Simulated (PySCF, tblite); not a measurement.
# C₇H₃F₂N+ (doublet): geometry, infrared bands and EPR parameters

What infrared bands and EPR parameters should C₇H₃F₂N+ (doublet) (`[CH2+][C]1C(C#N)=CC(F)=C1F`) show?

Programs: tblite 0.8.0 and PySCF 2.14.0, with density-fitted response routines of our own. Each step states its level of theory. These are calculated values for one molecule in the gas phase, unless marked as measured. Atoms count from 0, in the outputs and in this text.

### Step 1. Starting geometry

13 atoms, charge 1, multiplicity 2; geometry from: force field or distance geometry start.

Bonds of the start (Å): C0–C1 1.51, C1–C2 1.52, C2–C3 1.42, C3–N4 1.18, C2–C5 1.33, C5–C6 1.46, C6–F7 1.35, C6–C8 1.31, C8–F9 1.37, C8–C1 1.49, C0–H10 1.08, C0–H11 1.10, C5–H12 1.11.

### Step 2. Relaxing the molecule with GFN2-xTB

The job: settings as JSON, then the geometry in Å.

```
{"job": {"kind": "relax", "xc": "GFN2-xTB", "basis": "xTB"}, "charge": 1, "multiplicity": 2}
C      0.707500     1.734500    -0.000100
C      0.162600     0.567500    -0.792200
C      0.675500    -0.679900    -0.092500
C      2.059600    -1.005500    -0.022800
N      3.203700    -1.281700     0.078300
C     -0.354200    -1.367000     0.391800
C     -1.589500    -0.658400     0.080100
F     -2.821900    -1.072000     0.435400
C     -1.305900     0.433000    -0.583400
F     -2.178500     1.375000    -1.060500
H      1.531200     2.330600    -0.354500
H      0.178500     1.938900     0.946800
H     -0.273100    -2.314700     0.955800
```

Launch:

```bash
OMP_NUM_THREADS=1 python probes_run.py task.json out
```

One launch serves the whole session: the jobs run in the order shown.

The program printed:

```text
step      E/eV     max force
  0    -766.27195    5.149
  1    -766.52803   13.384
  2    -766.69407    6.907
  3    -767.14059    3.028
  4    -767.29164    1.147
  5    -767.38693    1.434
  6    -767.56887    1.842
  7    -767.80910    1.722
  8    -768.03363    1.954
  9    -768.25493    1.936
 10    -768.53293    1.561
 11    -768.66986    1.264
 12    -768.79495    0.822
 13    -768.89831    1.012
 14    -769.00259    1.278
 15    -769.07412    0.950
 16    -769.12425    0.683
 17    -769.16178    0.736
 18    -769.22050    0.834
 19    -769.25593    0.786
 20    -769.27830    0.304
 21    -769.29062    0.319
 22    -769.30264    0.294
 23    -769.31310    0.229
 24    -769.32198    0.250
 25    -769.33083    0.257
 26    -769.33839    0.238
 27    -769.34566    0.245
 28    -769.35388    0.272
 29    -769.36215    0.280
 30    -769.36787    0.221
 31    -769.37171    0.421
 32    -769.37522    0.180
 33    -769.37958    0.157
 34    -769.38398    0.158
 35    -769.38604    0.118
 36    -769.38793    0.127
 37    -769.38980    0.151
 38    -769.39263    0.160
 39    -769.39568    0.130
 40    -769.39822    0.123
 41    -769.40018    0.149
 42    -769.40211    0.176
 43    -769.40406    0.160
 44    -769.40600    0.129
 45    -769.40801    0.118
 46    -769.41012    0.130
 47    -769.41185    0.206
 48    -769.41267    0.164
 49    -769.41345    0.126
 50    -769.41391    0.126
 51    -769.41457    0.084
 52    -769.41522    0.069
 53    -769.41581    0.086
 54    -769.41611    0.089
 55    -769.41635    0.060
 56    -769.41659    0.039
 57    -769.41678    0.031
 58    -769.41689    0.040
 59    -769.41698    0.034
 60    -769.41707    0.028
 61    -769.41720    0.029
 62    -769.41732    0.042
 63    -769.41742    0.047
 64    -769.41748    0.035
 65    -769.41751    0.017
 66    -769.41753    0.010
```

It took 1.1 s on 1 thread of AMD EPYC, shared host; peak memory 0.18 GiB.

Step by step: (not every step is listed)

```
step  energy from step 0 (eV)  largest force (eV/Å)
   0                   0.0000                5.1492
   1                  -0.2561               13.3842
   2                  -0.4221                6.9070
   3                  -0.8686                3.0275
   4                  -1.0197                1.1472
   5                  -1.1150                1.4336
   6                  -1.2969                1.8421
   7                  -1.5371                1.7219
   8                  -1.7617                1.9544
  13                  -2.6264                1.0118
  18                  -2.9486                0.8338
  23                  -3.0412                0.2292
  28                  -3.0819                0.2722
  33                  -3.1076                0.1572
  38                  -3.1207                0.1605
  43                  -3.1321                0.1598
  48                  -3.1407                0.1641
  53                  -3.1439                0.0857
  58                  -3.1449                0.0403
  61                  -3.1453                0.0287
  62                  -3.1454                0.0421
  63                  -3.1455                0.0469
  64                  -3.1455                0.0348
  65                  -3.1456                0.0170
  66                  -3.1456                0.0099
```

Close pairs (by a distance rule), those that changed most:

```
 bond  before (Å)  after (Å)  change (Å)
C0–C1       1.512      1.346      -0.166
C6–C8       1.308      1.416      +0.108
C8–F9       1.370      1.291      -0.079
C2–C5       1.329      1.392      +0.063
C6–F7       1.348      1.297      -0.051
C5–C6       1.458      1.409      -0.049
C1–C2       1.519      1.475      -0.044
C1–C8       1.489      1.449      -0.040
```

The next job starts from the end point, and lists it.

### Step 3. Infrared spectrum with GFN2-xTB

The job: settings as JSON, then the geometry in Å.

```
{"job": {"kind": "ir", "xc": "GFN2-xTB", "basis": "xTB"}, "charge": 1, "multiplicity": 2}
C      0.756897     1.864136    -0.223033
C      0.089019     0.703269    -0.090274
C      0.639612    -0.651182     0.107725
C      2.004663    -0.936125     0.189655
N      3.130947    -1.153297     0.249711
C     -0.402304    -1.570113     0.194265
C     -1.619047    -0.872596     0.061316
F     -2.801294    -1.404061     0.092276
C     -1.346627     0.506219    -0.111978
F     -2.217249     1.446901    -0.268425
H      1.836424     1.902050    -0.196422
H      0.232268     2.799587    -0.361651
H     -0.307696    -2.634300     0.339108
```

The program printed:

```text
mode    cm-1     km/mol
  1      84.1      9.89
  2     122.3      8.81
  3     125.1      2.84
  4     199.2      1.46
  5     245.3      3.08
  6     270.3      0.72
  7     271.4      1.00
  8     426.4     25.51
  9     441.0      0.25
 10     470.4      2.92
 11     518.8      0.32
 12     527.4      9.12
 13     610.7     12.99
 14     678.4      1.99
 15     697.0      0.19
 16     748.5      3.19
 17     822.6     12.23
 18     845.9     35.20
 19     952.8     28.78
 20    1005.2     12.48
 21    1098.9     12.57
 22    1125.1     13.38
 23    1205.7      6.15
 24    1283.3      9.64
 25    1341.7    113.28
 26    1421.0    155.82
 27    1434.1     55.42
 28    1526.6    716.38
 29    1609.7     76.00
 30    2292.3     12.27
 31    3069.7     60.25
 32    3106.5     10.28
 33    3117.8     51.98
```

Run time: 1.1 s. Hardware: 1 thread of AMD EPYC, shared host; peak memory 0.18 GiB.

Which atoms move in the most intense modes:

```
cm⁻¹  km/mol                               atoms
 846    35.2                   H12 72 %, C5 23 %
1342   113.3                  H11 41 %, H10 39 %
1421   155.8  C8 24 %, C6 22 %, C5 20 %, C2 19 %
1434    55.4  C2 44 %, C5 15 %, C6 15 %, C8 12 %
1527   716.4                    C6 43 %, C8 35 %
1610    76.0                    C1 58 %, C0 34 %
3070    60.2                  H11 61 %, H10 34 %
3118    52.0                            H12 92 %
```

### Step 4. g tensor and hyperfine couplings: B3LYP/pcH-1

Same as in step 3 but for these lines:

```diff
@@ -1,2 +1,2 @@
-{"job": {"kind": "ir", "xc": "GFN2-xTB", "basis": "xTB"}, "charge": 1, "multiplicity": 2}
+{"job": {"kind": "epr", "basis": "pcH-1"}, "charge": 1, "multiplicity": 2}
 C      0.756897     1.864136    -0.223033
```

Level: UKS B3LYP, pcH-1 on C F H N, non-relativistic, mean-field spin-orbit, GIAO.

The program printed:

```text
UKS, coarse grid
  cycle   1  E = -522.44205032  |g| = 5.94e-01
  cycle   2  E = -520.94987147  |g| = 1.67e+00
  cycle   3  E = -522.52784333  |g| = 4.02e-01
  cycle   4  E = -522.59908681  |g| = 8.25e-02
  cycle   5  E = -522.60052287  |g| = 6.90e-02
  cycle   6  E = -522.60271965  |g| = 2.08e-02
  cycle   7  E = -522.60290212  |g| = 1.12e-02
  cycle   8  E = -522.60298016  |g| = 3.68e-03
  cycle   9  E = -522.60299308  |g| = 2.55e-03
  cycle  10  E = -522.60299851  |g| = 1.09e-03
  cycle  11  E = -522.60300065  |g| = 5.93e-04
UKS, final grid
  cycle   1  E = -522.60301220  |g| = 1.11e-03
  cycle   2  E = -522.60300985  |g| = 2.55e-03
  cycle   3  E = -522.60301279  |g| = 3.85e-04
  cycle   4  E = -522.60301286  |g| = 1.10e-04
  cycle   5  E = -522.60301288  |g| = 1.04e-04
  cycle   6  E = -522.60301290  |g| = 3.06e-05
  cycle   7  E = -522.60301290  |g| = 9.83e-06
E = -522.60301290 Eh   <S^2> = 0.7661 (exact 0.7500)
g shifts (ppm)      1          2          3
  rmc          -215       -215       -215
  gc             -4         49         38
  oz_so          -4       2339       3423
  total        -223       2173       3245
hyperfine (MHz)  atom isotope    a_iso     a_fc   dipolar eigenvalues
    0   13C      -0.48      -0.48     -2.08      0.63      1.45
    1   13C     -23.23     -23.23     -3.24      1.03      2.20
    2   13C      33.05      33.05    -32.69    -31.51     64.20
    3   13C     -31.62     -31.62    -10.75     -1.47     12.22
    4   14N       4.73       4.73    -11.05     -8.49     19.54
    5   13C     -17.71     -17.71     -1.84      0.46      1.38
    6   13C       1.20       1.20    -17.11    -14.43     31.54
    7   19F      39.89      39.89    -90.67    -88.52    179.19
    8   13C      29.06      29.06    -36.34    -35.46     71.79
    9   19F      87.34      87.34   -182.68   -168.15    350.83
   10    1H      -1.30      -1.30     -1.55     -0.73      2.27
   11    1H      -1.08      -1.08     -1.67     -1.20      2.87
   12    1H      -0.25      -0.25     -2.87     -1.50      4.36
```

Wall time 2.5 min (1 thread of AMD EPYC, shared host); peak memory 0.96 GiB.

Principal g values 2.00210, 2.00449, 2.00556; g(iso) = 2.00405, against 2.00232 for a free electron.

Hyperfine couplings; where a row names several nuclei, a(iso) is their mean (it holds for fast rotation or exchange) and the dipolar term the largest among them:

```
  nuclei  isotope  a(iso) (MHz)  a(iso) (G, at g = 2.0023)  largest dipolar term (MHz)
      F9      19F          87.3                       31.2                       350.8
      F7      19F          39.9                       14.2                       179.2
      C2      13C          33.1                       11.8                        64.2
      C3      13C         -31.6                      -11.3                        12.2
      C8      13C          29.1                       10.4                        71.8
      C1      13C         -23.2                       -8.3                        -3.2
      C5      13C         -17.7                       -6.3                        -1.8
      N4      14N           4.7                        1.7                        19.5
      C6      13C           1.2                        0.4                        31.5
H10, H11       1H          -1.2                       -0.4                         2.9
      C0      13C          -0.5                       -0.2                        -2.1
     H12       1H          -0.3                       -0.1                         4.4
```

Mulliken spin populations:

C0 -0.01; C1 -0.06; C2 0.39; C3 -0.12; N4 0.23; C5 -0.05; C6 0.15; F7 0.03; C8 0.37; F9 0.06; H10 0.00; H11 0.00; H12 0.00

In first order the couplings over 0.8 MHz of 19F, 14N, 1H give 36 distinct lines over 49.6 G, if the averaged nuclei exchange fast.

Orbitals, density, ELF and potential are computed afterwards from the orbital file.

ELF in a plane through or near 13 of the atoms.

Ten even steps from ' ' (0.00) to '@' (1.00):
```
                                                        
                                                        
                                                        
                  ----..      ......                    
              ..%%@@@@%%    ++######++..                
              ::@@@@@@@@..  ++%%::%%##--                
              ..**@@@@##..  ..**####--                  
          ++%%@@%%::++****++%%  ..==..  --++==..        
        ..@@@@@@@@##::@@----@@::::@@++::##%%##==        
          %%@@@@@@##==++....++::++--==##==++%%++..      
            ..::..    --%%%%++..++##--==##%%%%++..      
                ..::--**--@@++##::++**....--==::        
            ..::++**++##@@--##**==--**..                
          ::++**##%%--++**++::==@@@@@@%%..              
        ..++%%@@====%%##**::  ::@@@@@@@@==              
        ..**@@@@@@**##**==::    **@@@@**                
          --##%%@@%%**--..                              
            --==**++--..                                
                                                        
                                                        
```
The map spans 11.5 Å across and 10.4 Å up, centred on the molecule. Atoms in the plane (x, y in Å): C0 (-1.6, 1.2), C1 (-0.4, 0.6), C2 (-0.2, -0.9), C3 (-1.2, -1.9), N4 (-2.1, -2.6), C5 (1.2, -1.1), C6 (1.8, 0.1), F7 (3.1, 0.2), C8 (0.9, 1.1), F9 (1.1, 2.4), H10 (-2.6, 0.7), H11 (-1.7, 2.3), H12 (1.6, -2.1).

On the surface of density 0.002 e/bohr³ the electrostatic potential runs, from the 1st to the 99th percentile, from 1.93 V near N4 to 6.00 V near C8.

The spin density lies nearest to C2, C8 about 24 % each; N4 16 %; C6 12 %; F9 7 %.

### Step 5. Summary of results

```
                                 quantity                  value
strongest single infrared mode (GFN2-xTB)  1527 cm⁻¹, 716 km/mol
             zero-point energy (GFN2-xTB)          48.2 kcal/mol
                           g(iso) (B3LYP)                2.00405
                                     ⟨S²⟩     0.766 (exact 0.75)
       largest a(iso) (averaged by class)    19F on F9, 87.3 MHz
```

In words: Relaxing lowered the energy by 3.146 eV in 66 steps; the close pair that moved most is C0–C1, from 1.512 to 1.346 Å. No mode is imaginary among the 33: a minimum at this level. The strongest single mode, at 1527 cm⁻¹, moves mainly C6 and C8. GFN2-xTB is a fitted tight-binding method: band positions and strengths are rough. Its intensities can rank the bands wrongly. The largest spin populations lie on C2 (0.39 e), C8 (0.37 e). The isotropic g lies 1.7 ppt above the free-electron value.
